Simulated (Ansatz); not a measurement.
**InBr₃+ (doublet): energies up the ladder**

Aim: energies up the ladder, for InBr₃+ (doublet), with the cost of each level. Charge +1. Spin multiplicity 2.

Computed with Ansatz 0.2.0 (the levels named in each step, unless a step's input says otherwise).

### Step 1. The system as given

Bond lengths: Br1–In2 2.492 Å, In2–Br3 2.491 Å, In2–Br4 2.492 Å. Angles: Br1–In2–Br3 120.0°, Br1–In2–Br4 120.0°, Br3–In2–Br4 120.0°.

As a file:

```xyz
4

Br   -0.8149    2.3546    0.0224
In   -0.0004   -0.0003    0.0002
Br   -1.6316   -1.8830   -0.0293
Br    2.4467   -0.4718    0.0069
```

### Step 2. A rough first relaxation, PBE-D4/def2-SVP

input.yaml

```yaml
crystal:
  periodic: [false, false, false]
  atoms:
    - { symbol: Br, position_ang: [-0.81486, 2.35463, 0.02241] }
    - { symbol: In, position_ang: [-0.00039, -0.00031, 0.00024] }
    - { symbol: Br, position_ang: [-1.63158, -1.88305, -0.02933] }
    - { symbol: Br, position_ang: [2.44666, -0.47178, 0.00688] }
magnetization:
  spin_polarized: true
  initial_magnetization: 1
total_charge: 1
basis:
  gaussian: { orbitals: def2-SVP }
hamiltonian:
  xc: pbe
  dispersion: d4
relax:
  f_tol: 0.03
  max_steps: 200
```

The run is started by

```
$ ansatz run input.yaml --threads 4 --pin off --max-ram 10240MiB --backend cpu --events-out ev --progress --plain --runs-dir out
```

Log, shortened:

```text
Warning: RAYON_NUM_THREADS=4 ignored (pool sized by the plan → 4); use --threads N
[...]
Functional definition: PBE
[...]
1351 factors; their error is unknown
[...]
mean field -215250.35206200 eV, -7910.3045363497 hartree, gradient 7.5e-6 eV, S^2 0.751121; 10 other end points of the search recorded, 0 dependent functions left out
[...]
reference -215250.35210224 eV, -7910.3045378283 hartree; 63, 62 occupied and 59, 60 virtual orbitals, 1351 factors
relax step   1: F+E_penalty+E_count = -215250.50253546 eV  Δ(F+E_penalty+E_count) = +0.000e0 eV  max|allowed force component| = 1.193e-1 eV/Å  Δτ_max = 0.0000 Å  (390 SCF iters, accepted)
[...]
relax step   2: F+E_penalty+E_count = -215250.50405048 eV  Δ(F+E_penalty+E_count) = -1.515e-3 eV  max|allowed force component| = 6.342e-2 eV/Å  Δτ_max = 0.0184 Å  (44 SCF iters, accepted)
[...]
relax step   3: F+E_penalty+E_count = -215250.50467919 eV  Δ(F+E_penalty+E_count) = -6.287e-4 eV  max|allowed force component| = 1.917e-3 eV/Å  Δτ_max = 0.0064 Å  (45 SCF iters, accepted)
1351 factors; their error is unknown
[...]
mean field -215250.35518835 eV, -7910.3046512408 hartree, gradient 1.0e-6 eV, S^2 0.751127; 11 other end points of the search recorded, 0 dependent functions left out
[...]
reference -215250.35522862 eV, -7910.3046527208 hartree; 63, 62 occupied and 59, 60 virtual orbitals, 1351 factors
Total energy: -215250.50471946 eV, -7910.3101464078 hartree
Atom 0 at    -0.818494     2.365962     0.022561 Å, force     0.000614    -0.001917     0.000011 eV/Å
Atom 1 at    -0.000416    -0.000005     0.000118 Å, force    -0.000150     0.000868    -0.000080 eV/Å
Atom 2 at    -1.639135    -1.892389    -0.029431 Å, force     0.001141     0.000999     0.000047 eV/Å
Atom 3 at     2.457875    -0.474079     0.006952 Å, force    -0.001605     0.000050     0.000022 eV/Å
Dipole moment:    -0.000045     0.000028     0.000042 e Å
```

Run time: 30 s. Hardware: 4 threads of Intel Xeon at 2.70GHz, shared host; peak memory 0.34 GiB.

Step by step:

```
step  energy from step 1 (eV)  largest force component (eV/Å)
   1                   0.0000                          0.1193
   2                  -0.0015                          0.0634
   3                  -0.0021                          0.0019
```

Step 1 is the start.

Before: Bond lengths: Br1–In2 2.492 Å, In2–Br3 2.491 Å, In2–Br4 2.492 Å. Angles: Br1–In2–Br3 120.0°, Br1–In2–Br4 120.0°, Br3–In2–Br4 120.0°.

After: Bond lengths: Br1–In2 2.504 Å, In2–Br3 2.503 Å, In2–Br4 2.504 Å. Angles: Br1–In2–Br3 120.0°, Br1–In2–Br4 120.0°, Br3–In2–Br4 120.0°.

### Step 3. Relaxation, PBE0-D4/def2-TZVPP

input.yaml

```yaml
crystal:
  periodic: [false, false, false]
  atoms:
    - { symbol: Br, position_ang: [-0.81849397, 2.36596202, 0.02256101] }
    - { symbol: In, position_ang: [-0.00041633, -4.91e-06, 0.00011838] }
    - { symbol: Br, position_ang: [-1.63913512, -1.89238854, -0.02943108] }
    - { symbol: Br, position_ang: [2.45787542, -0.47407858, 0.00695169] }
magnetization:
  spin_polarized: true
  initial_magnetization: 1
total_charge: 1
basis:
  gaussian: { orbitals: def2-TZVPP }
hamiltonian:
  xc: pbe0
  dispersion: d4
relax:
  f_tol: 0.002
  max_steps: 150
```

The run is started by

```
$ ansatz run input.yaml --threads 4 --pin off --max-ram 10240MiB --backend cpu --events-out ev --progress --plain --runs-dir out
```

Log, shortened:

```text
Warning: RAYON_NUM_THREADS=4 ignored (pool sized by the plan → 4); use --threads N
[...]
Functional definition: PBE0
[...]
1555 factors; integrals over basis functions are off by at most 2.2e-4 eV
[...]
mean field -215282.73424872 eV, -7911.4945597621 hartree, gradient 8.0e-6 eV, S^2 0.754493; 11 other end points of the search recorded, 0 dependent functions left out
[...]
reference -215282.73427797 eV, -7911.4945608370 hartree; 63, 62 occupied and 131, 132 virtual orbitals, 1555 factors
relax step   1: F+E_penalty+E_count = -215282.86727799 eV  Δ(F+E_penalty+E_count) = +0.000e0 eV  max|allowed force component| = 5.821e-1 eV/Å  Δτ_max = 0.0000 Å  (524 SCF iters, accepted)
[...]
relax step   4: F+E_penalty+E_count = -215282.91636780 eV  Δ(F+E_penalty+E_count) = -4.102e-6 eV  max|allowed force component| = 6.352e-3 eV/Å  Δτ_max = 0.0007 Å  (61 SCF iters, accepted)
[...]
relax step  15: F+E_penalty+E_count = -215283.37396768 eV  Δ(F+E_penalty+E_count) = -1.436e-5 eV  max|allowed force component| = 5.825e-4 eV/Å  Δτ_max = 0.0022 Å  (35 SCF iters, accepted)
1555 factors; integrals over basis functions are off by at most 3.2e-4 eV
mean field -215283.23412242 eV, -7911.5129297818 hartree, gradient 1.2e-5 eV, S^2 0.755611; 3 other end points of the search recorded, 0 dependent functions left out
[...]
reference -215283.23415027 eV, -7911.5129308053 hartree; 63, 62 occupied and 131, 132 virtual orbitals, 1555 factors
Total energy: -215283.37399553 eV, -7911.5180700239 hartree
Atom 0 at    -0.874495     2.632000     0.025346 Å, force    -0.000096    -0.000301     0.000012 eV/Å
Atom 1 at    -0.129913     0.389722     0.003820 Å, force     0.000042     0.000582    -0.000028 eV/Å
Atom 2 at    -0.931408    -1.987584    -0.027155 Å, force     0.000110     0.000013     0.000010 eV/Å
Atom 3 at     1.935646    -1.034648    -0.001810 Å, force    -0.000056    -0.000295     0.000006 eV/Å
Dipole moment:     0.024676    -0.074905    -0.000704 e Å
```

It took 5.2 min on 4 threads of Intel Xeon at 2.70GHz, shared host; peak memory 1.5 GiB.

Step by step:

```csv
step,energy from step 1 (eV),largest force component (eV/Å)
1,0.0000,0.5821
2,-0.0272,0.4414
3,-0.0491,0.0038
4,-0.0491,0.0064
5,-0.0493,0.0840
6,-0.0534,0.4009
7,-0.0720,1.0279
8,-0.2579,0.7492
9,-0.4038,0.3602
10,-0.4821,0.3312
11,-0.4570,0.5976
12,-0.5027,0.1128
13,-0.5065,0.0228
14,-0.5067,0.0118
15,-0.5067,0.0006
```

Step 1 is the start. Step 11 was tried and not accepted.

Before: Bond lengths: Br1–In2 2.504 Å, In2–Br3 2.503 Å, In2–Br4 2.504 Å. Angles: Br1–In2–Br3 120.0°, Br1–In2–Br4 120.0°, Br3–In2–Br4 120.0°.

After: Bond lengths: Br1–In2 2.363 Å, In2–Br3 2.509 Å, In2–Br4 2.509 Å. Angles: Br1–In2–Br3 143.0°, Br1–In2–Br4 143.0°, Br3–In2–Br4 74.0°.

### Step 4. Frequencies, PBE0-D4/def2-TZVPP

input.yaml

```yaml
crystal:
  periodic: [false, false, false]
  atoms:
    - { symbol: Br, position_ang: [-0.87449517, 2.63200034, 0.02534595] }
    - { symbol: In, position_ang: [-0.12991316, 0.38972222, 0.00381982] }
    - { symbol: Br, position_ang: [-0.93140794, -1.98758426, -0.02715548] }
    - { symbol: Br, position_ang: [1.93564627, -1.0346483, -0.00181029] }
magnetization:
  spin_polarized: true
  initial_magnetization: 1
total_charge: 1
basis:
  gaussian: { orbitals: def2-TZVPP }
hamiltonian:
  xc: pbe0
  dispersion: d4
phonons: {}
```

The run is started by

```
$ ansatz run input.yaml --threads 4 --pin off --max-ram 10240MiB --backend cpu --events-out ev --progress --plain --runs-dir out
```

Log, shortened:

```text
Warning: RAYON_NUM_THREADS=4 ignored (pool sized by the plan → 4); use --threads N
[...]
[... 1 set-up line as earlier in the session ...]
[...]
1551 factors; integrals over basis functions are off by at most 2.8e-4 eV
[...]
mean field -215283.23412288 eV, -7911.5129297987 hartree, gradient 5.6e-5 eV, S^2 0.755611; 2 other end points of the search recorded, 0 dependent functions left out
[...]
reference -215283.23415073 eV, -7911.5129308223 hartree; 63, 62 occupied and 131, 132 virtual orbitals, 1551 factors
[...]
1551 factors; integrals over basis functions are off by at most 2.8e-4 eV
mean field -215283.23409881 eV, -7911.5129289140 hartree, gradient 2.1e-6 eV, S^2 0.755611; 0 other end points of the search recorded, 0 dependent functions left out
[...]
reference -215283.23412666 eV, -7911.5129299375 hartree; 63, 62 occupied and 131, 132 virtual orbitals, 1551 factors
[...]
reference -215283.23415044 eV, -7911.5129308115 hartree; 63, 62 occupied and 131, 132 virtual orbitals, 1551 factors
[...]
1551 factors; integrals over basis functions are off by at most 2.8e-4 eV
mean field -215283.23412270 eV, -7911.5129297920 hartree, gradient 2.1e-6 eV, S^2 0.755611; 0 other end points of the search recorded, 0 dependent functions left out
[...]
reference -215283.23415055 eV, -7911.5129308156 hartree; 63, 62 occupied and 131, 132 virtual orbitals, 1551 factors
Total energy: -215283.37399599 eV, -7911.5180700408 hartree
Atom 0 at    -0.874495     2.632000     0.025346 Å, force    -0.000096    -0.000299     0.000012 eV/Å
Atom 1 at    -0.129913     0.389722     0.003820 Å, force     0.000043     0.000581    -0.000028 eV/Å
Atom 2 at    -0.931408    -1.987584    -0.027155 Å, force     0.000107     0.000012     0.000010 eV/Å
Atom 3 at     1.935646    -1.034648    -0.001810 Å, force    -0.000054    -0.000294     0.000006 eV/Å
Dipole moment:     0.024676    -0.074906    -0.000704 e Å
Vibrations: 45.97 62.62 105.00 176.71 212.46 337.18 cm⁻¹, zero-point energy 0.058268 eV
```

It took 3.2 min on 4 threads of Intel Xeon at 2.70GHz, shared host; peak memory 1 GiB.

Harmonic frequencies (cm⁻¹; negative: imaginary): 46, 63, 105, 177, 212, 337.

### Step 5. Single point, PBE-D4/def2-TZVPP

Changes to input.yaml since step 4:

```diff
@@ -14,4 +14,3 @@
 hamiltonian:
-  xc: pbe0
+  xc: pbe
   dispersion: d4
-phonons: {}
```

The run is started by

```
$ ansatz run input.yaml --threads 4 --pin off --max-ram 10240MiB --backend cpu --events-out ev --progress --plain --runs-dir out
```

Log:

```text
Warning: RAYON_NUM_THREADS=4 ignored (pool sized by the plan → 4); use --threads N
Engine: ansatz 0.2.0, x86_64-unknown-linux-gnu
[... 1 set-up line as earlier in the session ...]
  parameter kappa = 0.804
  parameter beta = 0.06672455060314922
  exchange = pbe_x(kappa = kappa, mu = beta*pi^2/3)
  correlation = pbe_c(beta = beta)
1516 factors; their error is unknown
mean field evaluation 1: about -215273.9011 eV, gradient 2.0e1 eV
mean field evaluation 2: about -215270.5530 eV, gradient 3.3e1 eV
mean field evaluation 4: about -215276.2078 eV, gradient 3.0e0 eV
mean field evaluation 8: about -215276.2513 eV, gradient 6.1e-2 eV
mean field evaluation 16: about -215276.1850 eV, gradient 3.4e-5 eV
mean field evaluation 32: about -215274.6243 eV, gradient 8.7e-2 eV
mean field -215276.18495517 eV, -7911.2538776634 hartree, gradient 3.4e-5 eV, S^2 0.752262; 5 other end points of the search recorded, 0 dependent functions left out
reference -215276.18499318 eV, -7911.2538790601 hartree; 63, 62 occupied and 131, 132 virtual orbitals, 1516 factors
Total energy: -215276.34525608 eV, -7911.2597686132 hartree
```

Run time: 9.9 s. Hardware: 4 threads of Intel Xeon at 2.70GHz, shared host; peak memory 0.44 GiB.

### Step 6. Single point, r2SCAN-D4/def2-TZVPP

Changes to input.yaml since step 5:

```diff
@@ -14,3 +14,3 @@
 hamiltonian:
-  xc: pbe
+  xc: r2scan
   dispersion: d4
```

The run is started by

```
$ ansatz run input.yaml --threads 4 --pin off --max-ram 10240MiB --backend cpu --events-out ev --progress --plain --runs-dir out
```

Log:

```text
Warning: RAYON_NUM_THREADS=4 ignored (pool sized by the plan → 4); use --threads N
[... 1 set-up line as earlier in the session ...]
Functional definition: r2SCAN
  parameter k0 = 0.174
  parameter k1 = 0.065
  parameter a1 = 4.9479
  exchange = r2scan_x(k0 = k0, k1 = k1, a1 = a1)
  correlation = r2scan_c
1516 factors; their error is unknown
mean field evaluation 1: about -215306.3440 eV, gradient 1.9e1 eV
mean field evaluation 2: about -215304.3351 eV, gradient 2.9e1 eV
mean field evaluation 4: about -215308.3428 eV, gradient 2.2e0 eV
mean field evaluation 8: about -215308.3628 eV, gradient 1.1e-1 eV
mean field evaluation 16: about -215308.2950 eV, gradient 1.8e-4 eV
mean field evaluation 32: about -215306.5930 eV, gradient 1.0e0 eV
mean field -215308.29502492 eV, -7912.4339009619 hartree, gradient 7.7e-5 eV, S^2 0.754635; 5 other end points of the search recorded, 0 dependent functions left out
reference -215308.29503745 eV, -7912.4339014222 hartree; 63, 62 occupied and 131, 132 virtual orbitals, 1516 factors
Total energy: -215308.32842161 eV, -7912.4351282674 hartree
```

Wall time 19 s (4 threads of Intel Xeon at 2.70GHz, shared host); peak memory 0.49 GiB.

### Step 7. Single point, B3LYP-D4/def2-TZVPP

Changes to input.yaml since step 6:

```diff
@@ -14,3 +14,3 @@
 hamiltonian:
-  xc: r2scan
+  xc: { name: B3LYP }
   dispersion: d4
```

The run is started by

```
$ ansatz run input.yaml --threads 4 --pin off --max-ram 10240MiB --backend cpu --events-out ev --progress --plain --runs-dir out
```

Log:

```text
Warning: RAYON_NUM_THREADS=4 ignored (pool sized by the plan → 4); use --threads N
[... 1 set-up line as earlier in the session ...]
Functional definition: B3LYP
  parameter a0 = 0.2
  parameter ax = 0.72
  parameter ac = 0.81
  exchange = (1 - a0 - ax)*slater_x + ax*b88_x + a0*exact_x
  correlation = (1 - ac)*vwn_rpa_c + ac*lyp_c
1462 factors; integrals over basis functions are off by at most 7.6e-4 eV
mean field evaluation 1: about -215309.4532 eV, gradient 1.8e1 eV
mean field evaluation 2: about -215308.1885 eV, gradient 2.6e1 eV
mean field evaluation 4: about -215311.3855 eV, gradient 1.6e0 eV
mean field evaluation 8: about -215311.4487 eV, gradient 1.0e-1 eV
mean field evaluation 16: about -215311.4488 eV, gradient 2.6e-4 eV
mean field -215311.44877016 eV, -7912.5497989617 hartree, gradient 3.5e-5 eV, S^2 0.754087; 2 other end points of the search recorded, 0 dependent functions left out
reference -215311.44902605 eV, -7912.5498083654 hartree; 63, 62 occupied and 131, 132 virtual orbitals, 1462 factors
Total energy: -215311.71594790 eV, -7912.5596175624 hartree
```

It took 12 s on 4 threads of Intel Xeon at 2.70GHz, shared host; peak memory 0.94 GiB.

### Step 8. Single point, wB97M-V/def2-TZVPP

Changes to input.yaml since step 7:

```diff
@@ -14,3 +14,2 @@
 hamiltonian:
-  xc: { name: B3LYP }
-  dispersion: d4
+  xc: { name: wB97M-V }
```

The run is started by

```
$ ansatz run input.yaml --threads 4 --pin off --max-ram 10240MiB --backend cpu --events-out ev --progress --plain --runs-dir out
```

Log, shortened:

```text
Warning: RAYON_NUM_THREADS=4 ignored (pool sized by the plan → 4); use --threads N
[...]
Functional definition: wB97M-V
[...]
  gx(w, u) = 1 - cx + cx01*u + cx10*w
  gss(w, u) = css00 + css04*u^4 + css10*w + css20*w^2 + css43*w^4*u^3
  gos(w, u) = cos00 + cos10*w + (cos20 + cos21*u)*w^2 + (cos60 + cos61*u)*w^6
[...]
      + integral(e_c_pw_mod_opposite_spin*gos(b97_w_opposite, b97_u_opposite)) + vv10(b, c)
1462 factors; integrals over basis functions are off by at most 7.6e-4 eV
233 factors; integrals over basis functions are off by at most 5.4e-5 eV
[...]
mean field -215294.28604270 eV, -7911.9190803609 hartree, gradient 5.6e-5 eV, S^2 0.757084; 2 other end points of the search recorded, 0 dependent functions left out
reference -215294.28608723 eV, -7911.9190819972 hartree; 63, 62 occupied and 131, 132 virtual orbitals, 1462 factors
Total energy: -215294.28608723 eV, -7911.9190819972 hartree
```

Run time: 39 s. Hardware: 4 threads of Intel Xeon at 2.70GHz, shared host; peak memory 1.3 GiB.

### Step 9. Single point, B2PLYP/def2-TZVPP

Changes to input.yaml since step 8:

```diff
@@ -14,2 +14,2 @@
 hamiltonian:
-  xc: { name: wB97M-V }
+  xc: { name: B2PLYP }
```

The run is started by

```
$ ansatz run input.yaml --threads 4 --pin off --max-ram 10240MiB --backend cpu --events-out ev --progress --plain --runs-dir out
```

Log, shortened:

```text
Warning: RAYON_NUM_THREADS=4 ignored (pool sized by the plan → 4); use --threads N
[...]
Functional definition: B2PLYP
[...]
1462 factors; integrals over basis functions are off by at most 7.6e-4 eV
[...]
mean field -215260.99239941 eV, -7910.6955615370 hartree, gradient 5.1e-6 eV, S^2 0.761623; 2 other end points of the search recorded, 0 dependent functions left out
31 core orbitals not correlated: weight in the atoms' cores, before any rotation towards them, 1.000 or more for the frozen orbitals, at most 0.000 for the correlated occupied ones
reference -215260.99256218 eV, -7910.6955675187 hartree; 32, 31 occupied and 131, 132 virtual orbitals, 1462 factors
second order -34.66256088 eV of doubles, -0.00000000 eV of singles
Total energy: -215270.35145361 eV, -7911.0395004353 hartree
```

Run time: 18 s. Hardware: 4 threads of Intel Xeon at 2.70GHz, shared host; peak memory 0.93 GiB.

### Step 10. Single point, LDA/def2-TZVPP

Changes to input.yaml since step 9:

```diff
@@ -14,2 +14,2 @@
 hamiltonian:
-  xc: { name: B2PLYP }
+  xc: lda
```

The run is started by

```
$ ansatz run input.yaml --threads 4 --pin off --max-ram 10240MiB --backend cpu --events-out ev --progress --plain --runs-dir out
```

Log:

```text
Warning: RAYON_NUM_THREADS=4 ignored (pool sized by the plan → 4); use --threads N
[... 1 set-up line as earlier in the session ...]
Functional definition: SPW92
  exchange = slater_x
  correlation = pw_c
1516 factors; their error is unknown
mean field evaluation 1: about -215006.0131 eV, gradient 2.3e1 eV
mean field evaluation 2: about -215001.6871 eV, gradient 3.7e1 eV
mean field evaluation 4: about -215008.6019 eV, gradient 3.5e0 eV
mean field evaluation 8: about -215008.6566 eV, gradient 8.8e-2 eV
mean field evaluation 16: about -215008.5908 eV, gradient 5.3e-5 eV
mean field evaluation 32: about -215007.4220 eV, gradient 2.2e0 eV
mean field -215008.59084354 eV, -7901.4199754427 hartree, gradient 5.3e-5 eV, S^2 0.751307; 5 other end points of the search recorded, 0 dependent functions left out
reference -215008.59087821 eV, -7901.4199767170 hartree; 63, 62 occupied and 131, 132 virtual orbitals, 1516 factors
Total energy: -215008.59087821 eV, -7901.4199767170 hartree
```

It took 8.2 s on 4 threads of Intel Xeon at 2.70GHz, shared host; peak memory 0.42 GiB.

### Step 11. Single point, PBE0-D4/def2-SVP

Changes to input.yaml since step 10:

```diff
@@ -12,4 +12,5 @@
 basis:
-  gaussian: { orbitals: def2-TZVPP }
+  gaussian: { orbitals: def2-SVP }
 hamiltonian:
-  xc: lda
+  xc: pbe0
+  dispersion: d4
```

The run is started by

```
$ ansatz run input.yaml --threads 4 --pin off --max-ram 10240MiB --backend cpu --events-out ev --progress --plain --runs-dir out
```

Log:

```text
Warning: RAYON_NUM_THREADS=4 ignored (pool sized by the plan → 4); use --threads N
[... 2 set-up lines as earlier in the session ...]
  parameter a = 0.25
[... 2 set-up lines as earlier in the session ...]
  exchange = (1 - a)*pbe_x(kappa = kappa, mu = beta*pi^2/3) + a*exact_x
[... 1 set-up line as earlier in the session ...]
1248 factors; integrals over basis functions are off by at most 2.4e-4 eV
mean field evaluation 1: about -215255.9073 eV, gradient 1.5e1 eV
mean field evaluation 2: about -215255.0423 eV, gradient 2.1e1 eV
mean field evaluation 4: about -215257.3956 eV, gradient 9.2e-1 eV
mean field evaluation 8: about -215257.4158 eV, gradient 1.9e-2 eV
mean field evaluation 16: about -215257.4158 eV, gradient 4.4e-5 eV
mean field -215257.41578633 eV, -7910.5641234306 hartree, gradient 4.4e-5 eV, S^2 0.754272; 2 other end points of the search recorded, 0 dependent functions left out
reference -215257.41581552 eV, -7910.5641245036 hartree; 63, 62 occupied and 59, 60 virtual orbitals, 1248 factors
Total energy: -215257.55566078 eV, -7910.5692637222 hartree
```

Run time: 5.8 s. Hardware: 4 threads of Intel Xeon at 2.70GHz, shared host; peak memory 0.6 GiB.

### Step 12. Single point, PBE-D4/def2-SVP

Changes to input.yaml since step 11:

```diff
@@ -14,3 +14,3 @@
 hamiltonian:
-  xc: pbe0
+  xc: pbe
   dispersion: d4
```

The run is started by

```
$ ansatz run input.yaml --threads 4 --pin off --max-ram 10240MiB --backend cpu --events-out ev --progress --plain --runs-dir out
```

Log, shortened:

```text
Warning: RAYON_NUM_THREADS=4 ignored (pool sized by the plan → 4); use --threads N
[... 6 set-up lines as earlier in the session ...]
1351 factors; their error is unknown
mean field evaluation 1: about -215248.6091 eV, gradient 1.7e1 eV
mean field evaluation 2: about -215244.5740 eV, gradient 3.2e1 eV
mean field evaluation 4: about -215250.4962 eV, gradient 2.5e0 eV
mean field evaluation 8: about -215250.5304 eV, gradient 2.6e-2 eV
mean field evaluation 16: about -215250.3747 eV, gradient 4.0e-5 eV
mean field evaluation 32: about -215248.3514 eV, gradient 4.5e0 eV
mean field -215250.37473216 eV, -7910.3053694627 hartree, gradient 4.0e-5 eV, S^2 0.751609; 5 other end points of the search recorded, 0 dependent functions left out
reference -215250.37477127 eV, -7910.3053708998 hartree; 63, 62 occupied and 59, 60 virtual orbitals, 1351 factors
Total energy: -215250.53503417 eV, -7910.3112604528 hartree
```

It took 4.8 s on 4 threads of Intel Xeon at 2.70GHz, shared host; peak memory 0.26 GiB.

### Step 13. Geometries side by side

```tsv
level	Br1–In2 (Å)	In2–Br3 (Å)	In2–Br4 (Å)	rotational constants (MHz)	highest frequency (cm⁻¹)	CPU time
PBE0-D4/def2-TZVPP	2.3628	2.5090	2.5091	1403, 492.51, 364.54	337	19 min
```

Constants are for the commonest isotopes at the equilibrium geometry; times are CPU times of the relaxations.

### Step 14. Total energies

```tsv
level	energy (eV)	CPU time
PBE-D4/def2-TZVPP	-215276.3453	34 s
r2SCAN-D4/def2-TZVPP	-215308.3284	70 s
B3LYP-D4/def2-TZVPP	-215311.7159	42 s
wB97M-V/def2-TZVPP	-215294.2861	2.5 min
B2PLYP/def2-TZVPP	-215270.3515	66 s
LDA/def2-TZVPP	-215008.5909	27 s
PBE0-D4/def2-SVP	-215257.5557	20 s
PBE-D4/def2-SVP	-215250.5350	16 s
```

### Step 15. Summary of results

| quantity | value |
| --- | --- |
| Br1–In2 at PBE0-D4/def2-TZVPP | 2.363 Å |
| In2–Br3 at PBE0-D4/def2-TZVPP | 2.509 Å |
| In2–Br4 at PBE0-D4/def2-TZVPP | 2.509 Å |
| frequencies at PBE0-D4/def2-TZVPP | 46 to 337 cm⁻¹ |
| energy at PBE-D4/def2-SVP | -215250.535 eV |

What this shows: No mode is imaginary, so the geometry is a minimum. These totals serve in differences with atoms or fragments at the same level; alone they don't rank the methods. Heavy atoms carry effective core potentials in def2 sets, and spin-orbit coupling is left out.
